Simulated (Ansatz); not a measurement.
# C6H18AlN3: up Jacob's ladder to CCSD(T)

One table from this session's results is given with a row withheld; the runs are named, their logs left out.

The runs use Ansatz 0.2.0, Gaussian basis; functionals in def2-TZVPP, the program's frozen cores in correlated methods.

Plan: LDA (SPW92), PBE-D4, revPBE-D4, BLYP-D4, r2SCAN-D4, B97M-V, PBE0-D4, B3LYP-D4, r2SCANh-D4, r2SCAN0-D4, HSE06-D4, BHLYP-D4, CAM-B3LYP-D4, LC-ωPBE, ωB97X-V, ωB97M-V, B2PLYP, PBE-QIDH; CCSD(T)/def2-SVP; CCSD(T)/def2-TZVPP; MP2/def2-QZVPP; extrapolation to the limit; RPA on PBE.

### The relaxed structure

The geometry comes from an earlier relaxation with PBE0-D4 in a triple-zeta def2 set; it is a stationary point, not always the lowest conformer.

SMILES `C[N](C)[Al]([N](C)C)[N](C)C`, 28 atoms, charge 0, spin multiplicity 1.

Atoms are counted from 1 here; the program's logs count them from 0.

Bond lengths: C1–N2 1.440 Å, C1–H11 1.093 Å, C1–H12 1.101 Å, C1–H13 1.101 Å, N2–C3 1.440 Å, N2–Al4 1.778 Å, C3–H14 1.093 Å, C3–H15 1.101 Å, C3–H16 1.101 Å, Al4–N5 1.778 Å, Al4–N8 1.778 Å, N5–C6 1.440 Å, N5–C7 1.440 Å, C6–H17 1.101 Å, C6–H18 1.093 Å, C6–H19 1.101 Å, C7–H20 1.093 Å, C7–H21 1.101 Å and more. Angles: N2–C1–H11 111.0°, N2–C1–H12 112.0°, N2–C1–H13 111.6°, H11–C1–H12 107.7°, H11–C1–H13 107.4°, H12–C1–H13 106.9°, C1–N2–C3 112.3°, C1–N2–Al4 123.8°, C3–N2–Al4 123.9°, N2–C3–H14 111.0°, N2–C3–H15 112.0°, N2–C3–H16 111.6°, H14–C3–H15 107.7°, H14–C3–H16 107.4°, H15–C3–H16 106.9°, N2–Al4–N5 120.0°, N2–Al4–N8 120.0°, N5–Al4–N8 120.0° and more.

Set-up of the first run:

File in.yaml:

```yaml
crystal:
  periodic: [false, false, false]
  atoms:
    - {symbol: C, position_ang: [-2.557660, 0.123350, -1.242892]}
    - {symbol: N, position_ang: [-1.644033, -0.574270, -0.375066]}
    - {symbol: C, position_ang: [-2.211891, -1.788417, 0.151935]}
    - {symbol: Al, position_ang: [-0.003458, -0.001386, 0.001245]}
    - {symbol: N, position_ang: [0.363587, 1.737684, -0.047993]}
    - {symbol: C, position_ang: [1.668972, 2.274645, -0.334409]}
    - {symbol: C, position_ang: [-0.610044, 2.770992, 0.194308]}
    - {symbol: N, position_ang: [1.270491, -1.166418, 0.426769]}
    - {symbol: C, position_ang: [2.397409, -0.851000, 1.266475]}
    - {symbol: C, position_ang: [1.294617, -2.532913, -0.027618]}
    - {symbol: H, position_ang: [-2.099004, 1.029192, -1.646492]}
    - {symbol: H, position_ang: [-3.479200, 0.420643, -0.718489]}
    - {symbol: H, position_ang: [-2.862806, -0.500723, -2.096830]}
    - {symbol: H, position_ang: [-1.510071, -2.289288, 0.823037]}
    - {symbol: H, position_ang: [-2.477222, -2.499941, -0.645541]}
    - {symbol: H, position_ang: [-3.131715, -1.591374, 0.723676]}
    - {symbol: H, position_ang: [2.061897, 2.872945, 0.502424]}
    - {symbol: H, position_ang: [2.385566, 1.474571, -0.534946]}
    - {symbol: H, position_ang: [1.652549, 2.931870, -1.217354]}
    - {symbol: H, position_ang: [-1.586768, 2.340898, 0.428568]}
    - {symbol: H, position_ang: [-0.736399, 3.431564, -0.677650]}
    - {symbol: H, position_ang: [-0.319791, 3.411479, 1.041269]}
    - {symbol: H, position_ang: [2.347492, 0.183074, 1.615772]}
    - {symbol: H, position_ang: [2.434367, -1.498392, 2.156029]}
    - {symbol: H, position_ang: [3.354742, -0.979119, 0.737593]}
    - {symbol: H, position_ang: [1.259792, -3.246886, 0.810032]}
    - {symbol: H, position_ang: [0.442787, -2.743779, -0.678562]}
    - {symbol: H, position_ang: [2.209194, -2.754501, -0.598792]}
basis:
  gaussian: {orbitals: def2-TZVPP}
hamiltonian: {xc: lda}
output: {orbitals: {seedname: orbitals}}
```

Run with:

```
$ ansatz run in.yaml --threads 4 --pin off --events-out ev --progress --plain --max-ram 66560MiB --backend cuda --devices 0, --max-vram 37GiB
```

Among the steps run: LDA; PBE-D4 (GGA); revPBE-D4 (GGA); BLYP-D4 (GGA); r2SCAN-D4 (meta-GGA); B97M-V (meta-GGA); PBE0-D4 (hybrid); B3LYP-D4 (hybrid); r2SCANh-D4 (hybrid); r2SCAN0-D4 (hybrid); HSE06-D4 (hybrid); BHLYP-D4 (hybrid); CAM-B3LYP-D4 (range-separated); LC-ωPBE (range-separated); ωB97X-V (range-separated); ωB97M-V (range-separated); B2PLYP (double hybrid); PBE-QIDH (double hybrid).

One table of the session follows, with a row left open; its other results are not shown here.

It belongs to the step «Frontier levels by functional». 

| functional | HOMO (eV) | LUMO (eV) | gap (eV) |
| --- | --- | --- | --- |
| LDA (SPW92) | -4.75 | -0.73 | 4.02 |
| PBE-D4 | -4.64 | -0.48 | 4.16 |
| revPBE-D4 | -4.58 | -0.33 | 4.25 |
| BLYP-D4 | -4.52 | -0.39 | 4.13 |
| r2SCAN-D4 | -4.86 | -0.09 | 4.77 |
| B97M-V | -5.02 | -0.44 | 4.58 |
| PBE0-D4 | -5.90 | 0.34 | 6.24 |
| B3LYP-D4 | -5.69 | 0.08 | 5.78 |
| r2SCANh-D4 | -5.34 | 0.18 | 5.52 |
| r2SCAN0-D4 | -6.07 | 0.56 | 6.63 |
| HSE06-D4 | -5.50 | -0.03 | 5.47 |
| BHLYP-D4 | ? | ? | ? |
| CAM-B3LYP-D4 | -7.26 | 1.19 | 8.45 |
| LC-ωPBE | -8.58 | 2.41 | 10.99 |
| ωB97X-V | -8.27 | 2.13 | 10.40 |
| ωB97M-V | -8.20 | 1.74 | 9.94 |

Q: Estimate the row for BHLYP-D4 from the others.

Worked estimate for «HOMO (eV)». Against the share of exact exchange, BLYP-D4 (0, -4.52), B3LYP-D4 (0.2, -5.69) give a slope of -5.85 per unit share; at 0.5 the line stands at -7.44.

As computed: HOMO (eV): -7.12; LUMO (eV): 1.04; gap (eV): 8.16. In «HOMO (eV)» the line misses by -0.32.
